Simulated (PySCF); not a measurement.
The system is OZnH2, in a box.

```xyz
4
Lattice="10.0000 0.0000 0.0000 0.0000 13.0000 0.0000 0.0000 0.0000 11.0000" Properties=species:S:1:pos:R:3 pbc="T T T"
O     5.3572    5.3833    6.2289
Zn    5.0468    6.9529    5.4619
H     4.6688    4.7192    6.1815
H     4.8787    8.3228    4.8391
```

Base run:

* Program: PySCF 2.14.0
* Functional: SVWN5
* Potentials or basis: pob-tzvp-rev2 (all-electron)
* k mesh: 1 × 1 × 1
* Occupations: fixed
* Spin: no spin polarisation

Its results: gap between the frontier levels 6.23 eV.

Problem. After a change of settings the same cell gave: gap between the frontier levels 13.89 eV. Which change was it?
A. functional from SVWN5 to WC
B. functional from SVWN5 to TPSSh
C. functional from SVWN5 to wB97X

Solution. C.

wB97X gives the wider gap, since exact exchange removes part of the self-interaction.

Caveats: this is a molecule in a periodic box at the Γ point, so its band gap is the HOMO-LUMO gap; the basis of atomic orbitals isn't converged, which shifts pressures, moduli and gaps; this basis is made for solids and lacks diffuse functions, so gaps of a molecule come out too wide by an eV or more.

Not every run made on this cell is shown here.
